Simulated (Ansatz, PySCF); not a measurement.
# ReO3F in two programs

ReO3F (singlet), relaxed with PySCF 2.14.0, RKS BP86, Re def2-SVP with ECP60, O def2-SVP, F def2-SVP; non-relativistic Hamiltonian with scalar-relativistic core potentials where named; density fitting; no spin-orbit coupling:

```xyz
5

Re   -0.0035    0.0035   -0.0035
O     1.0054    0.9557    1.0054
O    -0.9557   -1.0054    1.0054
O     1.0054   -1.0054   -0.9557
F    -1.0815    1.0815   -1.0815
```

There the HOMO–LUMO gap is 4.35 eV. 

The same geometry by Ansatz 0.2.0 (PBE, PAW, a periodic box with 9 Å of vacuum):

| spin-orbit coupling | gap (eV) | largest force component (eV/Å) |
| --- | --- | --- |
| without | 4.29 | 0.32 |

**Question.** What does the run with spin-orbit coupling give?

**Answer.** gap (eV): 4.15, largest force component (eV/Å): 0.35. It took 13 s on 2 threads of Arm Neoverse V1, with other jobs on the host, peak memory 1.7 GiB.

The spin-orbit runs use fully relativistic datasets of their own, so changes of a few hundredths of an eV needn't come from the coupling.

The two programs differ in functional, so their gaps don't test each other.
